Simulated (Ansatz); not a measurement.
**CH₃BrClSi radical: how energies converge with the basis set**

The task here is to estimate one member of a computed series from the others.

Computed with Ansatz 0.2.0, Gaussian basis. Level: one geometry, several basis sets.

Plan: PBE0-D4/def2-SVP; ωB97M-V/def2-SVP; PBE0-D4/def2-QZVPP; ωB97M-V/def2-QZVPP; the functionals' def2-TZVPP values are taken from earlier runs.

1 further run of the same task is left out (for a known fault of the program). Runs told in other sessions of the task aren't counted.

### Structure used throughout

The geometry comes from an earlier relaxation with PBE0-D4 in a triple-zeta def2 set; it is a stationary point, not always the lowest conformer.

SMILES `C[Si](Cl)Br`, 7 atoms, charge 0, spin multiplicity 2.

Atoms are counted from 1 here; the program's logs count them from 0.

Bond lengths: C1–Si2 1.865 Å, C1–H5 1.091 Å, C1–H6 1.092 Å, C1–H7 1.093 Å, Si2–Cl3 2.058 Å, Si2–Br4 2.226 Å. Angles: Si2–C1–H5 110.1°, Si2–C1–H6 109.9°, Si2–C1–H7 109.4°, H5–C1–H6 109.3°, H5–C1–H7 109.1°, H6–C1–H7 109.1°, C1–Si2–Cl3 108.9°, C1–Si2–Br4 109.4°, Cl3–Si2–Br4 109.2°.

Set-up of the first run:

File in.yaml:

```yaml
crystal:
  periodic: [false, false, false]
  atoms:
    - {symbol: C, position_ang: [-0.113707, 0.871005, -0.079311]}
    - {symbol: Si, position_ang: [-0.332521, -0.897058, 0.471474]}
    - {symbol: Cl, position_ang: [1.376048, -1.511179, 1.440762]}
    - {symbol: Br, position_ang: [-0.669264, -2.190989, -1.308323]}
    - {symbol: H, position_ang: [-1.007627, 1.212959, -0.603589]}
    - {symbol: H, position_ang: [0.064175, 1.510521, 0.787398]}
    - {symbol: H, position_ang: [0.743995, 0.936843, -0.754011]}
basis:
  gaussian: {orbitals: def2-SVP}
magnetization: {spin_polarized: true, initial_magnetization: 1}
hamiltonian: {xc: pbe0, dispersion: d4}
output: {orbitals: {seedname: orbitals}}
```

On the command line:

```sh
> ansatz run in.yaml --threads 4 --pin off --events-out ev --progress --plain --max-ram 10444MiB
```

Among the steps run: PBE0-D4 in def2-SVP; ωB97M-V in def2-SVP; PBE0-D4 in def2-QZVPP; ωB97M-V in def2-QZVPP.

One table of the session follows, with a row left open; its other results are not shown here.

It belongs to the step «Density functionals: the series». 

| functional | basis | HOMO (eV) | LUMO (eV) |
| --- | --- | --- | --- |
| PBE0-D4 | def2-SVP | ? | ? |
| PBE0-D4 | def2-TZVPP | -6.39 | -2.81 |
| PBE0-D4 | def2-QZVPP | -6.41 | -2.85 |
| ωB97M-V | def2-SVP | -8.03 | -1.15 |
| ωB97M-V | def2-TZVPP | -8.13 | -1.24 |
| ωB97M-V | def2-QZVPP | -8.16 | -1.32 |

Estimate the missing values for PBE0-D4, def2-SVP.

The run gave: HOMO (eV): -6.31; LUMO (eV): -2.77. In the column «HOMO (eV)» it is the highest.
